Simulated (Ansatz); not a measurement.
# BrCu: the cost of one run

Method: CCSD(T) on Hartree-Fock, Gaussian basis def2-TZVPP, and further levels as typed in the inputs, in Ansatz 0.2.0.

### Step 1. Starting point

Bond lengths: Cu1–Br2 2.190 Å.

Coordinates:

```xyz
2

Cu    0.0000    0.0000    0.0000
Br    0.0000    0.0000    2.1900
```

### Step 2. Relaxing the atoms: BrCu

Contents of input.yaml:

```yaml
relax:
  f_tol: 0.001
  max_steps: 200
crystal:
  periodic: [false, false, false]
  atoms:
    - { symbol: Cu, position_ang: [0.0, 0.0, 0.0] }
    - { symbol: Br, position_ang: [0.0, 0.0, 2.19] }
basis:
  gaussian: { orbitals: def2-TZVPP }
hamiltonian:
  xc: hf
correlation:
  method: ccsd_t
scf:
  lower_state_search: "off"
```

Run with:

```
ansatz run input.yaml --threads 8 --pin off --max-ram 12288MiB --backend cpu --events-out ev --progress --plain --runs-dir out
```

Q: Estimate wall time and peak memory on 8 threads of Intel Xeon Platinum 8488C (Sapphire Rapids), shared host.

About 61 s, with a peak of 0.91 GiB.
